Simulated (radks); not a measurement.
# Gd⁺ in [Kr] 4d10 4f7 5s2 5p5.75 5d1.25 6s1: an all-electron calculation

One table from this session's results is given with a row withheld; the runs are named, their logs left out.

The numbers are computed with radks (a radial shooting solver on a logarithmic mesh, Libxc functionals) version 1 (scalar-relativistic Kohn-Sham, PBE, spin-unpolarised, spherical densities, point nucleus), except any that are marked as measured or tabulated.

## Starting point

| Item | Value |
| --- | --- |
| element | gadolinium (Z = 64) |
| charge | +1 |
| electrons | 63 |
| configuration | [Kr] 4d10 4f7 5s2 5p5.75 5d1.25 6s1 |

The first run:

Input:

```text
Z 64
configuration [Kr] 4d10 4f7 5s2 5p5.75 5d1.25 6s1 6p0 7s0
relativity scalar-relativistic
functional pbe,pbe
spin unpolarised
nucleus point
c 137.035999084
```

One table of the session follows, with a row left open; its other results are not shown here.

It belongs to the step «Radial structure». From the orbitals of this run (lengths in bohr):

```
level      <r>  outermost maximum (interpolated)  90 % within  nodes
   1s  0.02190                            0.0139       0.0396      0
   2s  0.09328                            0.0790        0.144      1
   2p  0.08237                            0.0639        0.134      0
   3s   0.2444                             0.224        0.358      2
   3p   0.2430                             0.220        0.364      1
   3d   0.2212                             0.180        0.344      0
   4s   0.5528                             0.516        0.794      3
   4p   0.5851                             0.538        0.851      2
   4d   0.6359                             0.559        0.955      1
   5s    1.330                              1.20         1.91      4
   5p    1.554                              1.35         2.28      3
   4f   0.8610                             0.567         1.47      0
   6s    3.633                              3.19         5.27      5
   5d    2.520                              1.91         3.98      2
   6p        ?                                 ?            ?      ?
```

Estimate the missing values for 6p.

The run gave: <r>: 4.645; outermost maximum (interpolated): 4.05; 90 % within: 6.77; nodes: 4. In the column «<r>» it is the highest.
